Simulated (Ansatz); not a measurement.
# Alloy of GaAs and AlAs (4 of 32 Ga sites exchanged), 64 atoms

Wanted: the relaxed alloy cell and its gap (PBEsol and HSE06).

Program: Ansatz 0.2.0, PAW, plane waves. These are calculated values, not measurements.

## (1) The starting cell

64 atoms (28 Ga, 4 Al, 32 As); a = 11.323 Å, b = 11.323 Å, c = 11.323 Å, α = 90.00°, β = 90.00°, γ = 90.00°. All atoms were shaken off their sites by about 0.02 Å along each axis; atoms next to an added one may be pushed further to make room.

The runs, in order: (2) PBEsol cell relaxation at the single k point (¼, ¼, ¼), on 1 × NVIDIA GB200 with 8 threads of Arm Neoverse-V2; (3) HSE06 single point at the single k point (¼, ¼, ¼), on 1 × NVIDIA GB200 with 8 threads of Arm Neoverse-V2.

## (2) PBEsol relaxation of the cell and the positions

Contents of in.yaml:

```yaml
crystal:
  lattice:
    - [11.323384, 0.000000, 0.000000]
    - [0.000000, 11.323384, 0.000000]
    - [0.000000, 0.000000, 11.323384]
  atoms:
    - { symbol: Ga, position: [0.000589, 0.999338, 0.000262] }
    - { symbol: Ga, position: [0.998287, 0.000332, 0.499469] }
    - { symbol: Ga, position: [0.997885, 0.498610, 0.001580] }
    - { symbol: Ga, position: [0.996303, 0.495420, 0.496905] }
    - { symbol: Ga, position: [0.499585, 0.000133, 0.000136] }
    - { symbol: Ga, position: [0.504173, 0.997978, 0.501957] }
    - { symbol: Ga, position: [0.501062, 0.500311, 0.997814] }
    - { symbol: Ga, position: [0.248969, 0.249198, 0.002409] }
    - { symbol: Ga, position: [0.248939, 0.252502, 0.502513] }
    - { symbol: Ga, position: [0.247564, 0.749899, 0.998844] }
    - { symbol: Ga, position: [0.250498, 0.749468, 0.499011] }
    - { symbol: Ga, position: [0.753192, 0.250280, 0.001988] }
    - { symbol: Ga, position: [0.750960, 0.247015, 0.498019] }
    - { symbol: Ga, position: [0.752683, 0.751078, 0.997658] }
    - { symbol: Ga, position: [0.751416, 0.752143, 0.501043] }
    - { symbol: Ga, position: [0.250086, 0.001304, 0.248047] }
    - { symbol: Ga, position: [0.249057, 0.000880, 0.749646] }
    - { symbol: Ga, position: [0.248785, 0.501177, 0.251653] }
    - { symbol: Ga, position: [0.250096, 0.498675, 0.746989] }
    - { symbol: Ga, position: [0.751645, 0.002798, 0.249877] }
    - { symbol: Ga, position: [0.749041, 0.996880, 0.751646] }
    - { symbol: Ga, position: [0.748194, 0.498145, 0.248759] }
    - { symbol: Ga, position: [0.999803, 0.751281, 0.249104] }
    - { symbol: Ga, position: [0.001125, 0.748650, 0.752796] }
    - { symbol: Ga, position: [0.501657, 0.251102, 0.250582] }
    - { symbol: Ga, position: [0.501169, 0.250931, 0.749781] }
    - { symbol: Ga, position: [0.501469, 0.752519, 0.250717] }
    - { symbol: Ga, position: [0.501402, 0.752803, 0.746852] }
    - { symbol: Al, position: [0.499050, 0.499101, 0.495664] }
    - { symbol: Al, position: [0.749468, 0.499033, 0.749384] }
    - { symbol: Al, position: [0.998876, 0.248614, 0.249598] }
    - { symbol: Al, position: [0.997232, 0.249831, 0.750438] }
    - { symbol: As, position: [0.124912, 0.125363, 0.126210] }
    - { symbol: As, position: [0.122547, 0.126709, 0.625871] }
    - { symbol: As, position: [0.123760, 0.625444, 0.124717] }
    - { symbol: As, position: [0.122982, 0.627010, 0.624953] }
    - { symbol: As, position: [0.625707, 0.124714, 0.125133] }
    - { symbol: As, position: [0.626750, 0.123713, 0.625162] }
    - { symbol: As, position: [0.623327, 0.622359, 0.123579] }
    - { symbol: As, position: [0.629075, 0.624614, 0.621819] }
    - { symbol: As, position: [0.376022, 0.377082, 0.123290] }
    - { symbol: As, position: [0.373464, 0.376315, 0.625542] }
    - { symbol: As, position: [0.374980, 0.875978, 0.125712] }
    - { symbol: As, position: [0.374896, 0.874232, 0.626886] }
    - { symbol: As, position: [0.877814, 0.374575, 0.126592] }
    - { symbol: As, position: [0.876794, 0.375833, 0.625324] }
    - { symbol: As, position: [0.877836, 0.874429, 0.128228] }
    - { symbol: As, position: [0.875081, 0.873902, 0.624357] }
    - { symbol: As, position: [0.375750, 0.124095, 0.374830] }
    - { symbol: As, position: [0.375671, 0.126088, 0.873326] }
    - { symbol: As, position: [0.375652, 0.624653, 0.375444] }
    - { symbol: As, position: [0.375539, 0.622390, 0.875835] }
    - { symbol: As, position: [0.874041, 0.123827, 0.374386] }
    - { symbol: As, position: [0.873484, 0.122708, 0.874529] }
    - { symbol: As, position: [0.871452, 0.623190, 0.372807] }
    - { symbol: As, position: [0.875840, 0.626298, 0.876996] }
    - { symbol: As, position: [0.120454, 0.375904, 0.375081] }
    - { symbol: As, position: [0.125697, 0.375071, 0.873181] }
    - { symbol: As, position: [0.126344, 0.875194, 0.376185] }
    - { symbol: As, position: [0.125708, 0.871282, 0.874886] }
    - { symbol: As, position: [0.627769, 0.373798, 0.376420] }
    - { symbol: As, position: [0.625675, 0.374474, 0.874059] }
    - { symbol: As, position: [0.627178, 0.872666, 0.375749] }
    - { symbol: As, position: [0.626251, 0.876339, 0.877648] }
  symmetry: { detect: false }
kpoints:
  mp_grid: { grid: [1, 1, 1], shift: [0.25, 0.25, 0.25] }
hamiltonian:
  xc: pbesol
scf:
  occupations: { method: fermi_dirac, width: 0.01 }
relax:
  f_tol: 0.03
  max_steps: 80
  escape_saddle: false
  adjacent_minimum: "off"
  cell: { fix: [shape] }
output:
  forces: true
  eigenvalues: true
  populations: true
```

Started as:

```
ansatz run in.yaml --threads 8 --pin off --max-ram 118750MiB --runs-dir r --events-out ev --progress --plain --backend cuda --devices 0, --max-vram 170GiB
```

After this run come: HSE06 single point.

Q: Predict the outcome of this session. Wanted: for each run, top filled to lowest empty.

As calculated:

```
             level         time  top filled to lowest empty (eV)
PBEsol, relaxation  4.9 s (GPU)                             1.37
             HSE06   38 s (GPU)                             2.28
```

```
     quantity                                                                         value
   relaxation                                              4 recorded steps, 0.33 eV gained
largest shift                                                                  0.08 Å (Ga4)
 relaxed cell  a = 11.323 Å, b = 11.323 Å, c = 11.323 Å, α = 90.00°, β = 90.00°, γ = 90.00°
   mean bonds                                                    Al–As 2.454, As–Ga 2.451 Å
```

**Reading.** Relaxation gains 0.33 eV, with shifts up to 0.08 Å (Ga4), while the volume changes by -0.0 %. Part of this undoes the random shake of the start. The mean lengths differ by only 0.00 Å, over all coordinations together. At the same k points, PBEsol gives a spacing 0.90 eV smaller than the 2.28 eV of HSE06. No spin–orbit coupling is included; with elements this heavy it would shift the edges. With one k point the spacing samples only the states that fold onto it, so it can exceed the gap over the zone.
